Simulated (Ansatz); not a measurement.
From input file to script: LaGaO3, space group Pm-3m in Ansatz 0.2.0.

```yaml
crystal:
  lattice:
    - [3.91346, 0.0, 0.0]
    - [0.0, 3.91346, 0.0]
    - [0.0, 0.0, 3.91346]
  atoms:
    - { symbol: La, position: [0.5, 0.5, 0.5] }
    - { symbol: Ga, position: [0.0, 0.0, 0.0] }
    - { symbol: O, position: [0.0, 0.5, 0.0] }
    - { symbol: O, position: [0.0, 0.0, 0.5] }
    - { symbol: O, position: [0.5, 0.0, 0.0] }
kpoints:
  mp_grid:
    kspacing: 0.4
hamiltonian:
  xc: r2scan
  pseudopotentials:
    kind: nc
scf:
  mixing:
    algorithm: msr1
    beta: 0.2
    ndim: 4
  occupations:
    method: fixed
output:
  band_densities:
    - { bands: [v1, v1] }
    - { bands: [c1, c1] }
```

`run_partial.py`
```python
# -*- coding: utf-8 -*-
"""Where the band-edge states of LaGaO3 lie."""

from collections import Counter
import itertools
import json

import ansatz
import numpy as np

FUNCTIONAL = "r2scan"
K_SPACING = 0.4
BETA = 0.2
SMEARING = "fixed"


def main():
    vectors = np.array([
        [3.91346, 0.0, 0.0],
        [0.0, 3.91346, 0.0],
        [0.0, 0.0, 3.91346],
    ])
    lagao3 = (
        ansatz.Lattice.of(vectors)
        .atom("La", [0.5, 0.5, 0.5])
        .atom("Ga", [0.0, 0.0, 0.0])
        .atom("O", [0.0, 0.5, 0.0])
        .atom("O", [0.0, 0.0, 0.5])
        .atom("O", [0.5, 0.0, 0.0])
    )

    job = (
        lagao3.calculation()
        .functional(FUNCTIONAL)
        .pseudopotentials("nc")
        .kpoints(spacing=K_SPACING)
        .mixing("msr1", ndim=4, beta=BETA)
        .occupations(SMEARING)
        .band_densities([("v1", "v1"), ("c1", "c1")])
    )
    out = job.run(events_out="events.ndjson")
    data = out.report
    with open("events.ndjson") as stream:
        kinds = Counter(json.loads(line)["event"] for line in stream)
    print("events:", {kind: kinds[kind] for kind in ("scf_iter", "scf_done", "notice", "finished")})
    # share of each window within a sphere about each atom, summed on the grid
    cell = np.asarray(out.lattice.cell_ang)
    for names, window in zip([("v1", "v1"), ("c1", "c1")], out.band_densities().windows):
        density = window.outcome.density
        rho = density.channels[0].density_e_per_ang3
        axes = density.fft_grid_basis @ cell
        points = np.stack(np.meshgrid(*(np.arange(n) / n for n in rho.shape), indexing="ij"), axis=-1)
        print("bands", names, "electrons", np.round(window.outcome.n_electrons, 3), "peak", round(float(rho.max()), 3), "e/A^3")
        for index, site in enumerate(out.lattice.sites):
            offset = points - np.asarray(site.position_ang) @ np.linalg.inv(axes)
            offset -= np.round(offset)
            distance = np.min([np.linalg.norm((offset + image) @ axes, axis=-1) for image in itertools.product((-1, 0, 1), repeat=3)], axis=0)
            print(f"   {index} {site.symbol:2s} {100 * rho[distance < 0.8].sum() / rho.sum():5.1f} % within 0.8 A")


if __name__ == "__main__":
    main()
```

```console
$ python run_partial.py
DeckWarning: basis.ecutwfc = 1290 eV, auto-derived from the records' recommended cutoffs: set by O (normal level)
events: {'scf_iter': 9, 'scf_done': 1, 'notice': 2, 'finished': 1}
bands ('v1', 'v1') electrons [2.] peak 0.735 e/A^3
   0 La   1.0 % within 0.8 A
   1 Ga   1.7 % within 0.8 A
   2 O   23.0 % within 0.8 A
   3 O   23.0 % within 0.8 A
   4 O   23.0 % within 0.8 A
bands ('c1', 'c1') electrons [2.] peak 3.291 e/A^3
   0 La  65.4 % within 0.8 A
   1 Ga   0.0 % within 0.8 A
   2 O    0.4 % within 0.8 A
   3 O    0.4 % within 0.8 A
   4 O    0.4 % within 0.8 A
```
(Warnings from the package without file and line.)

Caveats:
- These settings explore the input space; cutoff and mesh may be short of convergence.
- Such functionals run on norm-conserving files made under PBE, which can move pressures by some GPa.
- Semilocal functionals put the empty 4f levels of La too low, which can move the conduction edge.
- The structure comes from a database of computed cells and needn't be a stable or known phase.
- The windows are summed over all k-points with every state counted as full, the empty ones too; where a window cuts a degenerate level its bands share the weight. Values near the nuclei depend on the potentials. Spheres that overlap count density twice, so shares are no populations.
- Timing: 11 s on 1 thread of Arm Neoverse V2 (shared host), peak memory 0.46 GiB.

(A comment or docstring line of the script was reworded after the run, the code is as it ran; lines on the test bed's own set-up are left out of the output.)
